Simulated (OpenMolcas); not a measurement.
# GeF3 (SMILES [F][Ge]([F])[F]) at ROHF/6-311G(d,p) (RICD fitting)

What is the electrostatic solvation energy at fixed shape (PCM, methylenechloride) of GeF3 at ROHF/6-311G** (RICD fitting)? 

Program for the calculation: OpenMolcas 26.06.

5 further runs of the same task are left out: 2 that didn't finish, 3 set aside as unsound or not needed.

### Step 1. Starting point

GeF3 has 4 atoms, charge 0, and is taken as a doublet. As SMILES, `[F][Ge]([F])[F]`. The shape is that of a PBE0-D4/def2-TZVP optimisation.

Bond lengths: F1–Ge2 1.721 Å, Ge2–F3 1.721 Å, Ge2–F4 1.721 Å. Angles: F1–Ge2–F3 106.5°, F1–Ge2–F4 106.5°, F3–Ge2–F4 106.5°.

### Step 2. Energy and gradient at ROHF/6-311G(d,p) (RICD fitting)

calc.inp

```
* F3Ge Hartree-Fock

&gateway
  coord
  4
  angstrom
  F        0.773000      -0.481700       1.324200
  Ge       0.320400      -0.234700      -0.317300
  F       -1.293100      -0.812000      -0.471700
  F        0.255200       1.468100      -0.555500
  basis
  6-311G**
  group
  NoSym
  ricd
  acd

&seward

&scf
  uhf
  spin
  2
  prorbitals
  1 1

&rasscf
  fileorb
  $Project.UnaOrb
  spin
  2
  nactel
  1 0 0
  inactive
  29
  ras2
  1
  outorbitals
  Canonical
  orblisting
  Nothing

&alaska
```

On the command line:

```sh
$ export MOLCAS_MEM=1860
$ pymolcas calc.inp > calc.log
```

The program printed:

```text
--- Start Module: gateway ---
[...]
--- Stop Module: gateway /rc=_RC_ALL_IS_WELL_ ---
[...]
      Basis functions           98
[...]
       Convergence after  13 Iterations
[...]
::    Total SCF energy                              -2373.7895131480
[...]
      Total spin, S                                     0.5028005168
[...]
--- Start Module: rasscf ---
[...]
      Number of active orbitals                  1
[...]
      Spin quantum number                      0.5
[...]
      Active orbitals                            1
[...]
      Number of CSFs                             1
[...]
      Number of root(s) required                 1
[...]
      Convergence after  7 iterations
[...]
      printout of CI-coefficients larger than  0.05 for root  1
      energy=   -2373.787596
      conf/sym  1     Coeff  Weight
             1  u   1.00000 1.00000
      Natural orbitals and occupation numbers for root  1
      sym 1:   1.000000
      ************************************************************************************************************************
      *                                                    Final results                                                     *
[...]
::    RASSCF root number  1 Total energy:  -2373.78759621
[...]
      Total electronic charge=   59.000000
      Total            charge=   -0.000000
[...]
      Dipole Moment (debye):
      Origin of the operator (angstrom)=    0.1425   -0.1072   -0.1361
                   X=  1.7976E+00               Y= -1.2880E+00               Z= -1.8308E+00           Total=  2.8709E+00
      Quadrupole Moment (debye*angstrom):
[...]
--- Stop Module: rasscf /rc=_RC_ALL_IS_WELL_ ---
[...]
--- Start Module: alaska ---
[...]
 *              Molecular gradients               *
 **************************************************
  Irreducible representation: a
 ------------------------------------------------------------------------------------------
                              X                       Y                       Z
 ------------------------------------------------------------------------------------------
  F1               -4.01535205222370E-02    2.06762106555276E-02   -1.79287565706311E-01
  GE2              -1.50111500322865E-01    1.07551000836883E-01    1.52939184207312E-01
  F3                1.76194210764059E-01    5.52590844057494E-02    8.78702569739076E-03
  F4                1.40708100809563E-02   -1.83486295898163E-01    1.75613558014902E-02
 ------------------------------------------------------------------------------------------
--- Stop Module: alaska /rc=_RC_ALL_IS_WELL_ ---
[...]
```

Run time: 9.3 s. Hardware: 1 thread of Arm Neoverse V2, shared host.

### Step 3. Energy and gradient at ROHF/6-311G(d,p) (RICD fitting, PCM methylenechloride)

calc.inp

```
&GATEWAY
Coord
4
angstrom
F        0.773000      -0.481700       1.324200
Ge       0.320400      -0.234700      -0.317300
F       -1.293100      -0.812000      -0.471700
F        0.255200       1.468100      -0.555500
Basis = 6-311G**
Group = NoSym
RICD
aCD
RF-Input
PCM-Model
Solvent=methylenechloride
End of RF-Input
&SEWARD
&SCF
UHF
Spin = 2
PrOrbitals = 1 1
&RASSCF
FileOrb = $Project.UnaOrb
Spin = 2
Nactel = 1 0 0
Inactive = 29
Ras2 = 1
OutOrbitals = Canonical
OrbListing = Nothing
&ALASKA
```

On the command line:

```sh
$ export MOLCAS_MEM=1860
$ pymolcas calc.inp > calc.log
```

The program printed:

```text
--- Start Module: gateway ---
[...]
--- Stop Module: gateway /rc=_RC_ALL_IS_WELL_ ---
[...]
      Basis functions           98
[...]
       Convergence after  12 Iterations
[...]
::    Total SCF energy                              -2373.8014140959
[...]
      Total spin, S                                     0.5024909442
[...]
--- Start Module: rasscf ---
[...]
      Number of active orbitals                  1
[...]
      Spin quantum number                      0.5
[...]
      Active orbitals                            1
[...]
      Number of CSFs                             1
[...]
      Number of root(s) required                 1
[...]
      Convergence after  7 iterations
[...]
      printout of CI-coefficients larger than  0.05 for root  1
      energy=   -2373.799612
      conf/sym  1     Coeff  Weight
             1  u   1.00000 1.00000
      Natural orbitals and occupation numbers for root  1
      sym 1:   1.000000
      ************************************************************************************************************************
      *                                                    Final results                                                     *
[...]
::    RASSCF root number  1 Total energy:  -2373.79961182
[...]
      Total electronic charge=   59.000000
      Total            charge=   -0.000000
[...]
      Dipole Moment (debye):
      Origin of the operator (angstrom)=    0.1425   -0.1072   -0.1361
                   X=  2.0434E+00               Y= -1.4642E+00               Z= -2.0807E+00           Total=  3.2632E+00
      Quadrupole Moment (debye*angstrom):
[...]
--- Stop Module: rasscf /rc=_RC_ALL_IS_WELL_ ---
[...]
--- Start Module: alaska ---
[...]
 *              Molecular gradients               *
 **************************************************
  Irreducible representation: a
 ------------------------------------------------------------------------------------------
                              X                       Y                       Z
 ------------------------------------------------------------------------------------------
  F1               -3.86754415807218E-02    1.95951998237209E-02   -1.81303078914972E-01
  GE2              -1.55699351755310E-01    1.11557678548634E-01    1.58660953319249E-01
  F3                1.78190958457066E-01    5.42782777925694E-02    7.19068691118707E-03
  F4                1.57171409101244E-02   -1.85051219806574E-01    1.59901174111416E-02
 ------------------------------------------------------------------------------------------
--- Stop Module: alaska /rc=_RC_ALL_IS_WELL_ ---
[...]
```

Run time: 15 s. Hardware: 1 thread of Arm Neoverse V2, shared host.

### Step 4. Summary of results

At ROHF/6-311G** (RICD fitting):

```
                                        quantity           value
                         gas phase: total energy  -2373.78760 Eh
                        gas phase: dipole moment          2.87 D
            PCM, methylenechloride: total energy  -2373.79961 Eh
           PCM, methylenechloride: dipole moment          3.26 D
energy change from gas to solvent at fixed shape       -0.327 eV
```

What this shows: This program's gradients are faulty for this kind of reference, so any forces in the log (PCM, methylenechloride) can't be trusted; the energy can. This program's gradients are faulty for this kind of reference, so any forces in the log (gas phase) can't be trusted; the energy can. The solvent model (PCM, methylenechloride) lowers the energy by 0.33 eV (−31.5 kJ/mol) at the same shape. It holds the electrostatic part alone, without cavity or dispersion terms. Mulliken charges (PCM, methylenechloride) run from -0.59 on F1 to +1.76 on Ge2; they depend strongly on the basis.
